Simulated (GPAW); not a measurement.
Runs of GPAW 26.7.0 on NiMoIrPdW. The structure is trigonal, space group P3m1 (No. 156). The conventional cell has a = 4.117 Å, b = 4.117 Å, c = 5.446 Å, α = 90.00°, β = 90.00°, γ = 120.00°. Ni (site symmetry 3m) has 3 Mo at 2.38 Å and 3 Ir at 2.69 Å as nearest neighbours. Mo (site symmetry 3m) has 3 Ni at 2.38 Å and 3 Ir at 2.70 Å and 2 Pd at 2.72 to 2.73 Å as nearest neighbours. Around Pd (site symmetry 3m) lie 3 W at 2.68 Å and 2 Mo at 2.72 to 2.73 Å and 3 Ir at 2.77 Å. Ir (site symmetry 3m) has 2 W at 2.66 to 2.78 Å and 3 Ni at 2.69 Å and 3 Mo at 2.70 Å and 3 Pd at 2.77 Å as nearest neighbours. W (site symmetry 3m) is surrounded by 2 Ir at 2.66 to 2.78 Å and 3 Pd at 2.68 Å and 3 Mo at 2.81 Å and 3 Ni at 2.82 Å. The cell was built by a generator and needn't be a form met in nature.

| task | level | potentials or basis | k mesh | ranks | band path | band points | eigensolver | mesh quality | gap on the mesh (eV) | pressure (GPa) | moment (μB) | largest force (eV/Å) |
| --- | --- | --- | --- | --- | --- | --- | --- | --- | --- | --- | --- | --- |
| electron localisation function | PBE | GPAW PAW data sets (gpaw-data 1.2.1), pw | 8 × 8 × 5 | 8 | - | - | - | not flagged | none | 0.1 | 0.00 | 0.05 |
| band structure | AM05 | PAW data sets generated in the run's folder for this functional, pw | 5 × 5 × 4 | 8 | GMKGALHA,LM,KH | 60 | - | not flagged | - | (b) | 0.00 | 0.14 |
| single point | PBE+D4 | GPAW PAW data sets (gpaw-data 1.2.1), pw | 4 × 4 × 3 | - | - | - | - | coarse | none | (a) | 0.00 | 0.18 |
| band structure | PBEsol | PAW data sets generated in the run's folder for this functional, pw | 5 × 5 × 4 | 8 | GMKGALHA,LM,KH | 60 | - | not flagged | - | -7.9 | 0.00 | (c) |
| band structure | RPBE | the program's PAW data sets (release 1.2.1) made for this functional, pw | 5 × 5 × 4 | 8 | GMKGALHA,LM,KH | 60 | - | not flagged | - | 4.2 | 0.00 | 0.22 |
| band structure | r2SCAN | GPAW PAW data sets (gpaw-data 1.2.1), pw | 5 × 5 × 4 | 8 | GMKGALHA,LM,KH | 60 | - | not flagged | - | -3.6 | 0.00 | 0.23 |
| band structure | SCAN | GPAW PAW data sets (gpaw-data 1.2.1), pw | 5 × 5 × 4 | 8 | GMKGALHA,LM,KH | 60 | - | not flagged | - | -8.6 | 0.00 | 0.30 |
| band structure | LDA | the program's PAW data sets (release 1.2.1) made for this functional, pw | 5 × 5 × 4 | 8 | GMKGALHA,LM,KH | 60 | - | not flagged | - | -13.4 | 0.00 | 0.14 |
| band structure | TPSS | GPAW PAW data sets (gpaw-data 1.2.1), pw | 5 × 5 × 4 | 8 | GMKGALHA,LM,KH | 60 | davidson | not flagged | - | -4.5 | 0.00 | 0.23 |
| band structure | revPBE | the program's PAW data sets (release 1.2.1) made for this functional, pw | 5 × 5 × 4 | 8 | GMKGALHA,LM,KH | 60 | - | not flagged | - | 3.1 | 0.00 | 0.21 |
| single point | PBE | GPAW PAW data sets (gpaw-data 1.2.1), pw | 4 × 4 × 3 | - | - | - | - | coarse | none | 0.1 | 0.00 | 0.18 |
| single point | PBE+D3 | GPAW PAW data sets (gpaw-data 1.2.1), pw | 4 × 4 × 3 | - | - | - | - | coarse | none | -7.3 | 0.00 | 0.19 |

Alike in all rows: spin collinear, ferromagnetic start; cell as given; cutoff (eV) 600; smearing fermi-dirac 0.05 eV.

**Question.** Fill in the values left out.

**Answer.** (a) -5.4; (b) -8.9; (c) 0.12.

Caveats: some runs use coarse meshes; the stock nickel data set gives pressures a few GPa off other programs; the PAW data sets were made with another functional, which shifts forces and pressure a little (some runs); pairwise dispersion overbinds metals, which lowers pressure and volume (some runs).

A k mesh can miss the band edges, and the runs leave out spin-orbit coupling on Ir, Mo, Pd, W.

A gap of «none» marks a metal or a gap under the smearing width.

Not every run made on this cell is shown here.
